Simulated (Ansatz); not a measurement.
# MoS2: the cost of one run

Method: DFT PBEsol without U, plane waves, PAW, in Ansatz 0.2.0.

The COD entry's cell or inner coordinates are ideal or old and differ from later refinements, so a difference from it is no clean test against experiment.

**1. The structure to begin with**

It takes space group R-3m (No. 166, trigonal). The conventional cell has a = 3.171 Å, b = 3.171 Å, c = 18.345 Å, α = 90.00°, β = 90.00°, γ = 120.00°. Around Mo (site symmetry -3m) lie 6 S at 2.39 Å. S (site symmetry 3m) has 3 Mo at 2.39 Å as nearest neighbours.

As a file:

```cif
data_structure
_symmetry_space_group_name_H-M 'P 1'
_symmetry_Int_Tables_number 1
_cell_length_a 12.3663
_cell_length_b 12.3663
_cell_length_c 12.7664
_cell_angle_alpha 14.382
_cell_angle_beta 14.382
_cell_angle_gamma 14.733
_cell_volume 106.50
loop_
_atom_site_label
_atom_site_type_symbol
_atom_site_fract_x
_atom_site_fract_y
_atom_site_fract_z
_atom_site_occupancy
Mo1 Mo 0.00000 0.00000 0.00000 1
S1 S 0.75000 0.75000 0.62500 1
S2 S 0.25000 0.25000 0.87500 1
Mo2 Mo 0.00000 0.00000 0.50000 1
S3 S 0.75000 0.75000 0.12500 1
S4 S 0.25000 0.25000 0.37500 1
```

An earlier series on this cell reached its lowest free state from «ferromagnetic start, free, symmetry kept, no search», perhaps among other starts (it ended without moments).

**2. Antiferromagnetic site moments held at first, then free**

input.yaml

```yaml
crystal:
  lattice:
    - [1.58550029, -0.91538902, 12.2299965]
    - [-1.58550029, -0.91538902, 12.2299965]
    - [0.0, -3.66155608, 12.2299965]
  atoms:
    - { symbol: Mo, position: [0.0, 0.0, 0.0], spin: 2.0 }
    - { symbol: S, position: [0.75, 0.75, 0.625] }
    - { symbol: S, position: [0.25, 0.25, 0.875] }
    - { symbol: Mo, position: [0.0, 0.0, 0.5], spin: -2.0 }
    - { symbol: S, position: [0.75, 0.75, 0.125] }
    - { symbol: S, position: [0.25, 0.25, 0.375] }
basis:
  ecutwfc: 420
  ecutrho_ratio: 4
kpoints:
  mp_grid: { grid: [7, 7, 7] }
hamiltonian:
  xc: pbesol
scf:
  occupations: { method: gaussian, width: 0.05 }
  lower_state_search: "off"
  max_iter: 150
output:
  forces: true
  stress: true
  eigenvalues: true
  populations: true
  hubbard: { sites: [{ site: 0, l: d }, { site: 3, l: d }] }
magnetization:
  spin_polarized: true
  spin_locking: { lock_spins: true, n_iters: 12 }
```

The lock is temporary (n_iters 12) and is released on the way.

Started as:

```bash
$ ansatz run input.yaml --threads 4 --pin off --max-ram 6144MiB --backend cpu --events-out ev --progress --plain --runs-dir out
```

What time and memory should one allow on 4 threads of Arm Neoverse V1, shared host?

About 17 s, with a peak of 0.58 GiB.
